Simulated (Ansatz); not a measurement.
# LaNi2B2C (I4/mmm): the equilibrium volume

Aim: the volume at which the pressure of LaNi2B2C (I4/mmm) vanishes.

Program: Ansatz 0.2.0. Level of theory: DFT PBEsol, scalar-relativistic, plane waves, PAW. These are calculated values, not measurements.

## (1) The starting structure

The structure is tetragonal, space group I4/mmm (No. 139). Conventional cell: a = 3.791 Å, b = 3.791 Å, c = 9.851 Å, α = 90.00°, β = 90.00°, γ = 90.00°. B (site symmetry 4mm) has 1 C at 1.50 Å and 4 Ni at 2.13 Å in its first shell of neighbours. C (site symmetry 4/mmm) has 2 B at 1.50 Å in its first shell of neighbours. La (site symmetry 4/mmm) has 4 C at 2.68 Å and 8 B at 3.07 Å in its first shell of neighbours. Around Ni (site symmetry -4m2) lie 4 B at 2.13 Å.

Structure file:

```
B C La Ni
1.0
    -1.89548    1.89548    4.92551
     1.89548   -1.89548    4.92551
     1.89548    1.89548   -4.92551
B C La Ni
2 1 1 2
Cartesian
  0.0000 0.0000 3.4294
  0.0000 0.0000 6.4216
  0.0000 0.0000 4.9255
  0.0000 0.0000 0.0000
  0.0000 1.8955 2.4628
  1.8955 0.0000 2.4628
```

The moments start at Ni 0.80 μB.

## (2) At the starting volume (PBEsol, 6×6×6 mesh)

File input.yaml:

```yaml
crystal:
  lattice:
    - [-1.89548075, 1.89548075, 4.92550545]
    - [1.89548075, -1.89548075, 4.92550545]
    - [1.89548075, 1.89548075, -4.92550545]
  atoms:
    - { symbol: B, position: [0.348128, 0.348128, 0.0] }
    - { symbol: B, position: [0.651872, 0.651872, 0.0] }
    - { symbol: C, position: [0.5, 0.5, 0.0] }
    - { symbol: La, position: [0.0, 0.0, 0.0] }
    - { symbol: Ni, position: [0.75, 0.25, 0.5], spin: 0.8 }
    - { symbol: Ni, position: [0.25, 0.75, 0.5], spin: 0.8 }
basis:
  ecutwfc: 420
kpoints:
  mp_grid: { grid: [6, 6, 6] }
hamiltonian:
  xc: pbesol
scf:
  occupations: { method: gaussian, width: 0.1 }
  lower_state_search: "off"
output:
  forces: true
  stress: true
  eigenvalues: true
  populations: true
magnetization:
  spin_polarized: true
```

Command:

```console
ansatz run input.yaml --threads 8 --pin off --max-ram 14336MiB --backend cpu --events-out ev --progress --plain --runs-dir out
```

Standard output:

```text
Warning: RAYON_NUM_THREADS=8 ignored (pool sized by the plan → 8); use --threads N
basis.fft_grid_basis auto: the FFT boxes are laid along the combinations [[1, 0, 1], [0, 1, 1], [0, 0, 1]] of the cell's own vectors, 3.791, 3.791 and 5.608 Å long. The dense box has 27×27×40 points. Along the cell's own vectors, as sized, it would have 40×40×40, 2.19 times as many. Of the 16 symmetry operations that the crystal satisfies within crystal.symmetry.tolerance (time reversal apart; of a slab, those that keep its plane) the dense box along the cell's own vectors carries 16, and the one as laid loses 12 of those. basis.fft_grid_basis: typed keeps the cell's own vectors: state it where this run's energies or levels are differenced outside the engine with another run's, or held beside a run that keeps those vectors.
La: projections on atomic orbitals take those of the free atom [Kr 4d10] 4f0 5s2 5p6 5d1 6s2, of charge +0.00 (hamiltonian.pseudopotentials.projection_atoms); the dataset's partial waves leave at most 1.9e-5 of an orbital's norm unspanned inside its sphere
Engine: ansatz 0.2.0, x86_64-unknown-linux-gnu
Pseudopotentials: kind: paw
Pseudopotential: B, paw, valence charge 3, recommended cutoff 420 eV (normal), B.paw.azcp
Pseudopotential: C, paw, valence charge 4, recommended cutoff 420 eV (normal), C.paw.azcp
Pseudopotential: La, paw, valence charge 11, recommended cutoff 420 eV (normal), La.paw.azcp
Pseudopotential: Ni, paw, valence charge 18, recommended cutoff 420 eV (normal), Ni.paw.azcp
Functional definition: PBEsol
  exchange = pbesol_x
  correlation = pbesol_c
Crystal: 6 atoms, lattice volume = 70.786 Å³
Basis set: ecut = 420 eV, 1373 PW (Γ), FFT grids on a1+a3, a2+a3, a3, exchange–correlation on 54×54×80 points (8 copies of the dense FFT grid, shifted against one another)
Bands: 36, of which v1, the nominal top of the filled ones, is band 29 counted from 1 (28 counted from 0)
Symmetry: 16 space group operations
Space group: I4/mmm (ITA 139), of the structure as read, at distance tolerance 4.1e-5 Å
Magnetic group: BNS 139.531 (UNI 1191), of the structure as read, at distance tolerance 4.1e-5 Å
k-points: 30 of 216
Non-local potential: B, projectors of the file, l = 0: 2, l = 1: 2, l = 2: 1
Non-local potential: C, projectors of the file, l = 0: 2, l = 1: 2, l = 2: 1
Non-local potential: La, projectors of the file, l = 0: 3, l = 1: 2, l = 2: 2, l = 3: 3
Non-local potential: Ni, projectors of the file, l = 0: 3, l = 1: 2, l = 2: 3, l = 3: 1
PAW form: soft (Blöchl's): semilocal exchange-correlation on the pseudo side does not see the compensation charge
PAW frozen core: B, regenerated for the run's functional, and the local potential with it (the file was generated under x = pbe(κ = 0.804, μ = 0.2195149727645171), c = pbe(β = 0.06672455060314922))
PAW frozen core: C, regenerated for the run's functional, and the local potential with it (the file was generated under x = pbe(κ = 0.804, μ = 0.2195149727645171), c = pbe(β = 0.06672455060314922))
PAW frozen core: La, regenerated for the run's functional, and the local potential with it (the file was generated under x = pbe(κ = 0.804, μ = 0.2195149727645171), c = pbe(β = 0.06672455060314922))
PAW frozen core: Ni, regenerated for the run's functional, and the local potential with it (the file was generated under x = pbe(κ = 0.804, μ = 0.2195149727645171), c = pbe(β = 0.06672455060314922))
PAW one-centre angular grid: B, 110 points (default); XC on 64 Gauss nodes
PAW one-centre angular grid: C, 110 points (default); XC on 64 Gauss nodes
PAW one-centre angular grid: La, 590 points (default); XC on 64 Gauss nodes
PAW one-centre angular grid: Ni, 590 points (default); XC on 64 Gauss nodes
Initial density: superposition of atomic densities (chi_scale 0.1, normalization cell, long waves kept (reshape's long-wave potential 0.00 eV rms))
Starting moments: Σ|m| = 1.6 μB on 2 of 6 sites
Initial wavefunctions: pseudopotential atomic-orbital guess
Functional: x = pbesol(κ = 0.804, μ = 0.12345679012345678), c = pbesol(β = 0.046)
SCF iter   1: F=—  HF=-18327.619049 eV  |F-HF|=—  |Δ(HF+E_count)|=         —  Δρ=1.07e-1 (↑1.07e-1 ↓6.20e-2)  dr2=1.83e1  dr2_m=5.00e-1  M=0.573 μB ∫|m|=0.942 μB  β_m=0.30  ethr=3.10e-3  ⟨swp⟩=4.9  Hψ=7422  notcnv=0
preconditioner: auto → Kerker (q_TF=auto, 2.632 Å⁻¹)  [metal: Δε(μ)=0.013 eV  Ē_g=7.774 eV  σ=0.100 eV  W_gap=0.07  n_scr=24 (ndim 8)  ℏωp=27.6 eV  f_vac=0.000  D(μ)=2.52/eV (n_scr^D=22)]
spin=Collinear: Kerker preconditioning applied to the charge; magnetization (m = ρ↑ − ρ↓) channel mixes plain (no charge-response kernel on spin).
SCF iter   2: F=—  HF=-18326.889341 eV  |F-HF|=—  |Δ(HF+E_count)|=   7.30e-1  Δρ=1.04e-1 (↑3.36e-2 ↓1.04e-1)  dr2=8.04e0  dr2_m=9.61e-1  M=0.222 μB ∫|m|=0.416 μB  β_m=0.30  ethr=3.10e-3  ⟨swp⟩=3.2  Hψ=5121  notcnv=0  defer=138
SCF iter   3: F=—  HF=-18326.073980 eV  |F-HF|=—  |Δ(HF+E_count)|=   8.15e-1  Δρ=3.19e-2 (↑2.57e-2 ↓3.19e-2)  dr2=7.95e-1  dr2_m=3.78e-1  M=0.240 μB ∫|m|=0.523 μB  β_m=0.30  ethr=3.10e-3  ⟨swp⟩=3.1  Hψ=4042  notcnv=0  defer=159
SCF iter   4: F=—  HF=-18325.984340 eV  |F-HF|=—  |Δ(HF+E_count)|=   8.96e-2  Δρ=2.22e-2 (↑2.22e-2 ↓2.02e-2)  dr2=5.57e-2  dr2_m=2.73e-1  M=0.180 μB ∫|m|=0.432 μB  β_m=0.30  ethr=1.39e-3  ⟨swp⟩=2.8  Hψ=3584  notcnv=0  defer=164
SCF iter   5: F=—  HF=-18326.000337 eV  |F-HF|=—  |Δ(HF+E_count)|=   1.60e-2  Δρ=2.72e-2 (↑9.01e-3 ↓2.72e-2)  dr2=2.30e-1  dr2_m=2.04e-1  M=0.132 μB ∫|m|=0.338 μB  β_m=0.30  ethr=9.78e-5  ⟨swp⟩=2.1  Hψ=3749  notcnv=0  defer=153
SCF iter   6: F=—  HF=-18325.989065 eV  |F-HF|=—  |Δ(HF+E_count)|=   1.13e-2  Δρ=1.48e-2 (↑1.29e-2 ↓1.48e-2)  dr2=6.66e-3  dr2_m=1.24e-1  M=0.112 μB ∫|m|=0.302 μB  β_m=0.30  ethr=9.78e-5  ⟨swp⟩=2.0  Hψ=3033  notcnv=0  defer=154
SCF iter   7: F=—  HF=-18325.997369 eV  |F-HF|=—  |Δ(HF+E_count)|=   8.30e-3  Δρ=1.26e-2 (↑1.26e-2 ↓9.56e-3)  dr2=4.30e-3  dr2_m=7.94e-2  M=0.096 μB ∫|m|=0.262 μB  β_m=0.30  ethr=1.17e-5  ⟨swp⟩=2.0  Hψ=2904  notcnv=0  defer=154
SCF iter   8: F=—  HF=-18326.002782 eV  |F-HF|=—  |Δ(HF+E_count)|=   5.41e-3  Δρ=9.90e-3 (↑9.90e-3 ↓8.22e-3)  dr2=1.77e-3  dr2_m=5.32e-2  M=0.082 μB ∫|m|=0.224 μB  β_m=0.30  ethr=7.54e-6  ⟨swp⟩=2.0  Hψ=2654  notcnv=0  defer=154
Mixer restart at iter 8: flushing history
spin-set hold released at iteration 8 (site moments contracting): the magnetisation degrees of freedom join the quasi-Newton model from the next iteration; the mixer history was flushed
SCF iter   9: F=—  HF=-18326.005814 eV  |F-HF|=—  |Δ(HF+E_count)|=   3.03e-3  Δρ=7.59e-3 (↑7.38e-3 ↓7.59e-3)  dr2=4.77e-5  dr2_m=3.64e-2  M=0.069 μB ∫|m|=0.190 μB  β_m=0.55  ethr=3.11e-6  ⟨swp⟩=1.5  Hψ=2399  notcnv=0  defer=154
SCF iter  10: F=—  HF=-18326.021631 eV  |F-HF|=—  |Δ(HF+E_count)|=   1.58e-2  Δρ=9.31e-3 (↑9.31e-3 ↓4.51e-3)  dr2=9.53e-2  dr2_m=3.81e-3  M=0.026 μB ∫|m|=0.076 μB  β_m=0.65  ethr=8.37e-8  ⟨swp⟩=3.8  Hψ=6059  notcnv=0  defer=154
SCF iter  11: F=—  HF=-18326.013163 eV  |F-HF|=—  |Δ(HF+E_count)|=   8.47e-3  Δρ=1.47e-3 (↑7.67e-4 ↓1.47e-3)  dr2=2.51e-3  dr2_m=1.29e-4  M=0.005 μB ∫|m|=0.020 μB  β_m=0.76  ethr=8.37e-8  ⟨swp⟩=4.0  Hψ=6238  notcnv=0  defer=155
SCF iter  12: F=—  HF=-18326.013075 eV  |F-HF|=—  |Δ(HF+E_count)|=   8.89e-5  Δρ=5.71e-4 (↑2.68e-4 ↓5.71e-4)  dr2=3.55e-4  dr2_m=2.28e-5  M=0.002 μB ∫|m|=0.008 μB  β_m=0.84  ethr=8.37e-8  ⟨swp⟩=2.2  Hψ=3679  notcnv=0  defer=155
SCF iter  13: F=—  HF=-18326.013062 eV  |F-HF|=—  |Δ(HF+E_count)|=   1.21e-5  Δρ=1.60e-4 (↑1.60e-4 ↓9.83e-5)  dr2=3.32e-5  dr2_m=8.84e-7  M=0.001 μB ∫|m|=0.002 μB  β_m=0.92  ethr=8.37e-8  ⟨swp⟩=2.1  Hψ=3288  notcnv=0  defer=155
SCF iter  14: F=—  HF=-18326.013063 eV  |F-HF|=—  |Δ(HF+E_count)|=   1.91e-7  Δρ=2.11e-5 (↑2.11e-5 ↓1.07e-5)  dr2=4.35e-7  dr2_m=3.23e-8  M=0.000 μB ∫|m|=0.000 μB  β_m=0.80  ethr=5.83e-8  ⟨swp⟩=1.5  Hψ=2255  notcnv=0  defer=155
iter 15 did not close the SCF: its close was put off for a magnetic moment that had not settled (scf_convergence_deferred on its scf_iter line)
SCF iter  15: F=-18326.013063 eV  HF=-18326.013063 eV  |F-HF|=3.86e-10  |Δ(HF+E_count)|=   5.98e-8  Δρ=1.74e-6 (↑1.14e-6 ↓1.74e-6)  dr2=1.74e-9  dr2_m=1.10e-9  M=0.000 μB ∫|m|=0.000 μB  β_m=0.90  ethr=1.75e-10  ⟨swp⟩=10.0  Hψ=10944  notcnv=0
iter 16 did not close the SCF: its close was put off for a magnetic moment that had not settled (scf_convergence_deferred on its scf_iter line)
SCF iter  16: F=-18326.013063 eV  HF=-18326.013063 eV  |F-HF|=1.04e-9  |Δ(HF+E_count)|=   1.12e-9  Δρ=9.84e-7 (↑9.84e-7 ↓7.57e-7)  dr2=1.30e-9  dr2_m=9.77e-11  M=0.000 μB ∫|m|=0.000 μB  β_m=0.90  ethr=3.05e-12  ⟨swp⟩=1.8  Hψ=6149  notcnv=0
SCF iter  17: F=-18326.013063 eV  HF=-18326.013063 eV  |F-HF|=0.00e0  |Δ(HF+E_count)|=  1.46e-11  Δρ=1.21e-7 (↑1.21e-7 ↓1.11e-7)  dr2=1.24e-11  dr2_m=6.75e-12  M=0.000 μB ∫|m|=0.000 μB  ethr=2.29e-12  ⟨swp⟩=1.1  Hψ=5104  notcnv=0
WARN: the starting moments were not kept: the SCF closed with an absolute magnetisation of 4.5e-6 μB, where they sum to 1.6 μB in size (2 sites). That is at most 0.1 of that sum. Measured as dr2_m measures the in/out step, that magnetisation stands 2.9e-12 eV from none, at or under the dr2_threshold of 1.0e-7 eV: it is no larger than a step whose dr2_m would equal this threshold. The system may hold no moment; this SCF shows only that its start led to no more than that. To try another start: raise the starting moments (crystal.atoms[].spin, magnetization.per_species, magnetization.initial_magnetization, or on a non-collinear deck that types none of these the spinor_matrix: blocks that start its atoms; where the total moment is fixed, keep their sum and leave initial_magnetization as it is; typed ones take the place of any that the run laid by itself, positive ones on a crystal's lanthanoids without a Hubbard term where scf.initial_density.shell_occupations: [] is typed) or, if the notice of its spin-set hold's release reads "site moments contracting" or "site moments show no strong build", lengthen the hold (scf.mixing.spin_hold: { on: { confirm: 4 } }; for m-r²SCAN on two components see the key's manual first). Each may lead to a state that holds a moment. A second SCF, from the converged charge density, with the starting moments and any scf.initial_density.shell_occupations laid on it anew, would have followed, and was not run: the deck does not ask for one (magnetization.retry_lost_moments is false, the default). To let it run, set magnetization.retry_lost_moments: true and run the deck again, where that key's refused combinations let it; where memory then withholds it, that run's warning says so.
SCF 1 converged in 17 iterations: F = -18326.013063 eV  dr2 = 1.24e-11
SCF converged after 17 iterations
Magnetization: 0.0000 μB (28.5000 up, 28.5000 down)
Absolute magnetization: 0.0000 μB (∫|ρ↑−ρ↓|, with the PAW one-centre terms)
Spin contamination: 0.0000 ħ² per cell (⟨S²⟩ above its minimum at these occupations)
Per-site moments (μB) at R_I (Å): [(3.447579245346053e-7, 0.61713825005448), (3.4475792441684197e-7, 0.6171382500544802), (-6.584722363429098e-7, 0.61713825005448), (2.3157069169232967e-8, 1.1057535158451894), (-4.2337011946504207e-7, 0.8776928776590719), (-4.2337011975042034e-7, 0.8776928776590719)]
Free energy (F): -18326.013063 eV
Harris-Foulkes:  -18326.013063 eV  (|F-HF|=0.00e0)
Internal energy: -18326.006193 eV  (E = F + TS)
E sigma→0 (E₀):  -18326.009628 eV
Entropy (-TS):   -0.006870 eV (-1.145 meV/atom)
Fermi energy:    14.253652 eV
--- Per-component energies (eV) ---
  E_band       = -642.838055
  E_kinetic    = 946.331995
  E_local      = -9755.449249  (includes V_loc(G=0)·N_el)
  E_nonlocal   = 1421.639911
  E_hartree    = 4188.063734
  E_xc         = -420.198756
  E_vxc        = -503.067063  (∫ρ·V_xc dr)
  E_paw        = -8767.052486  (= ΣΔE_a)
  E_vpaw       = -1128.421967  (= ΣTr[D̂ρ^β])
  E_aug_tail   = 0.000958  (compensation charges beyond the density's cutoff)
  E_ewald      = -5939.956909
  E_core_change = 0.614610  (= ΣΔE_core)
  E_smearing   = -0.006870  (= −TS)
  E_closure    = -0.000000  (closes the sum)
  Σ components = -18326.013063   (vs F -18326.013063, Δ=0.00e0)
--- Forces (eV/Å), atoms counted from 1 ---
  atom   1  B      0.00000000     0.00000000    -0.11471940
  atom   2  B      0.00000000     0.00000000     0.11471940
  atom   3  C      0.00000000     0.00000000    -0.00000000
  atom   4  La     0.00000000     0.00000000     0.00000000
  atom   5  Ni     0.00000000     0.00000000     0.00000000
  atom   6  Ni     0.00000000    -0.00000000     0.00000000
  max |Σ_I F_I| component: 1.04e-17 eV/Å
--- Stress (GPa, compression-positive) ---
       -6.191600       0.000000       0.000000
        0.000000      -6.191600      -0.000000
        0.000000       0.000000      -5.564270
  P = ⅓ Tr σ = -5.9825 GPa (-59.825 kbar)
--- Band table (eV; the first three rows and the last of 60) ---
  k-point 0 ↑: bands = ["-88.7480", "-88.7397", "-49.3730", "-49.3730", "-49.3252", "-49.3252", "-49.1829", "-49.1731", "-17.6245", "-1.6202", "-1.2351", "-1.2351", "1.3675", "6.0456", "6.1697", "9.8038", "10.5291", "10.5291", "11.1758", "11.8536", "11.8536", "12.2624", "12.5550", "13.0217", "13.1257", "13.1257", "13.1354", "13.1354", "13.5859", "13.6597", "16.3846", "16.7719", "17.2672", "17.2903", "17.3887", "17.3887"]
  k-point 1 ↑: bands = ["-88.7470", "-88.7407", "-49.3743", "-49.3599", "-49.3385", "-49.3240", "-49.1816", "-49.1743", "-17.5863", "-1.7815", "-1.5480", "-1.4354", "2.2263", "5.9857", "6.4886", "9.6091", "9.9960", "10.6380", "10.7804", "11.3949", "11.9089", "12.0395", "12.4940", "12.6514", "12.7660", "12.7754", "12.9655", "13.1852", "13.9424", "15.1793", "15.7527", "17.1172", "17.2693", "17.2886", "17.3010", "17.3620"]
  k-point 2 ↑: bands = ["-88.7449", "-88.7428", "-49.3770", "-49.3651", "-49.3337", "-49.3218", "-49.1792", "-49.1768", "-17.5115", "-2.1117", "-1.8090", "-1.4208", "2.2422", "5.8901", "7.6372", "9.3261", "9.7363", "10.5568", "10.9310", "11.5876", "11.6335", "11.7708", "12.1377", "12.5697", "12.7978", "12.8256", "12.9834", "13.0824", "13.8720", "14.0172", "16.2452", "16.6512", "16.9619", "17.2144", "17.3297", "17.3596"]
  k-point 29 ↓: bands = ["-88.7480", "-88.7397", "-49.3730", "-49.3730", "-49.3252", "-49.3252", "-49.1829", "-49.1731", "-17.6207", "-1.8264", "-1.2348", "-1.2348", "1.5983", "5.0529", "8.6873", "8.9860", "10.6908", "10.6908", "10.9208", "10.9208", "11.1873", "11.8100", "12.9455", "13.0222", "13.1770", "13.1770", "13.4908", "13.5859", "14.8306", "15.4485", "15.4485", "16.6466", "17.2233", "17.2233", "17.3009", "17.3061"]
--- Löwdin populations: 6 sites ---
  site symbol       q [e]    m [muB]
     0      B      3.5608     0.0000
     1      B      3.5608     0.0000
     2      C      4.3179    -0.0000
     3     La     10.6165     0.0000
     4     Ni     17.3441    -0.0000
     5     Ni     17.3441    -0.0000
  spilling = 0.004485 (of n_electrons = 57.000000)
```

Wall time 3 s (8 threads of AMD EPYC 7B13 (Zen 3), shared host); peak memory 0.64 GiB.

In short: volume 11.798 Å³/atom, pressure -5.98 GPa, a metal on this mesh, no moment left.

(Part 1 of 2 ends here.)
